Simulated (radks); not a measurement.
**Valence configurations of Pb⁺**

Aim: which of several valence configurations of Pb⁺ lies lowest at this level, and whether it is the one NIST lists ([Hg] 6p1).

The numbers are computed with radks (a radial shooting solver on a logarithmic mesh, Libxc functionals) version 1 (scalar-relativistic Kohn-Sham, BLYP, spin-polarised, spherical densities, point nucleus; open shells are filled with parallel spins first), except any that are marked as measured or tabulated.

## Step 1: The atom as given

```
element       : lead (Z = 82)
charge        : +1
electrons     : 81
configuration : [Hg] 6p1
others tried  : [Xe] 4f12 5d10 6s2 6p3; [Xe] 4f13 5d10 6s2 6p2; [Xe] 4f13 5d10 6p4; [Xe] 4f14 5d8 6s2 6p3; [Xe] 4f14 5d10 6p3; [Xe] 4f14 5d10 6s1 6p2; [Xe] 4f14 5d9 6s2 6p2; [Xe] 4f14 5d9.5 6s1.5 6p2; [Xe] 4f13 5d9 6s2 6p3
```

The outer shells:

Pb⁺
```
[Hg] core
6p [↑ ][  ][  ]
```

## Step 2: [Hg] 6p1

The run's settings:

```text
Z 82
configuration [Hg] 6p1
relativity scalar-relativistic
functional b88,lyp
spin polarised
nucleus point
c 137.035999084
```

## Step 3: [Xe] 4f12 5d10 6s2 6p3

The run's settings:

```text
Z 82
configuration [Xe] 4f12 5d10 6s2 6p3
relativity scalar-relativistic
functional b88,lyp
spin polarised
nucleus point
c 137.035999084
```

## Step 4: [Xe] 4f13 5d10 6s2 6p2

The run's settings:

```text
Z 82
configuration [Xe] 4f13 5d10 6s2 6p2
relativity scalar-relativistic
functional b88,lyp
spin polarised
nucleus point
c 137.035999084
```

## Step 5: [Xe] 4f13 5d10 6p4

The run's settings:

```text
Z 82
configuration [Xe] 4f13 5d10 6p4
relativity scalar-relativistic
functional b88,lyp
spin polarised
nucleus point
c 137.035999084
```

## Step 6: [Xe] 4f14 5d8 6s2 6p3

The run's settings:

```text
Z 82
configuration [Xe] 4f14 5d8 6s2 6p3
relativity scalar-relativistic
functional b88,lyp
spin polarised
nucleus point
c 137.035999084
```

## Step 7: [Xe] 4f14 5d10 6p3

The run's settings:

```text
Z 82
configuration [Xe] 4f14 5d10 6p3
relativity scalar-relativistic
functional b88,lyp
spin polarised
nucleus point
c 137.035999084
```

## Step 8: [Xe] 4f14 5d10 6s1 6p2

The run's settings:

```text
Z 82
configuration [Xe] 4f14 5d10 6s1 6p2
relativity scalar-relativistic
functional b88,lyp
spin polarised
nucleus point
c 137.035999084
```

## Step 9: [Xe] 4f14 5d9 6s2 6p2

The run's settings:

```text
Z 82
configuration [Xe] 4f14 5d9 6s2 6p2
relativity scalar-relativistic
functional b88,lyp
spin polarised
nucleus point
c 137.035999084
```

## Step 10: [Xe] 4f14 5d9.5 6s1.5 6p2

The run's settings:

```text
Z 82
configuration [Xe] 4f14 5d9.5 6s1.5 6p2
relativity scalar-relativistic
functional b88,lyp
spin polarised
nucleus point
c 137.035999084
```

## Step 11: [Xe] 4f13 5d9 6s2 6p3

The run's settings:

```text
Z 82
configuration [Xe] 4f13 5d9 6s2 6p3
relativity scalar-relativistic
functional b88,lyp
spin polarised
nucleus point
c 137.035999084
```

Before running it: what results should come out? Wanted: for each run, valence; E − E(NIST configuration); moment; highest level; its energy; 1s shift.

As calculated:

| valence | E − E(NIST configuration) (eV) | moment (μB) | highest level | its energy (eV) | 1s shift (eV) |
| --- | --- | --- | --- | --- | --- |
| [Hg] 6p1 | 0.000 | 1 | 6p up | -10.098 | +0.00 |
| [Xe] 4f14 5d10 6s1 6p2 | 8.454 | 3 | 6p up | -11.211 | -1.70 |
| [Xe] 4f14 5d9.5 6s1.5 6p2 | 13.899 | 3 | 6p up | -11.454 | -3.90 |
| [Xe] 4f14 5d10 6p3 | 18.251 | 3 | 6p up | -11.973 | -3.48 |
| [Xe] 4f14 5d9 6s2 6p2 | 19.695 | 3 | 6p up | -11.694 | -6.14 |
| [Xe] 4f14 5d8 6s2 6p3 | 41.878 | 5 | 6p up | -13.159 | -12.30 |
| [Xe] 4f13 5d10 6s2 6p2 | 138.81 | 3 | 6p up | -11.766 | -20.57 |
| [Xe] 4f13 5d10 6p4 | 160.19 | 3 | 6p down | -12.100 | -24.10 |
| [Xe] 4f13 5d9 6s2 6p3 | 163.06 | 5 | 6p up | -13.258 | -26.91 |
| [Xe] 4f12 5d10 6s2 6p3 | 295.13 | 5 | 6p up | -13.349 | -41.90 |

In words: The NIST configuration is the lowest of those tried, 8.454 eV under [Xe] 4f14 5d10 6s1 6p2. The energies are those of spherical high-spin densities, not of single terms. The 1s eigenvalue shifts by up to 41.90 eV as the valence charge is rearranged.
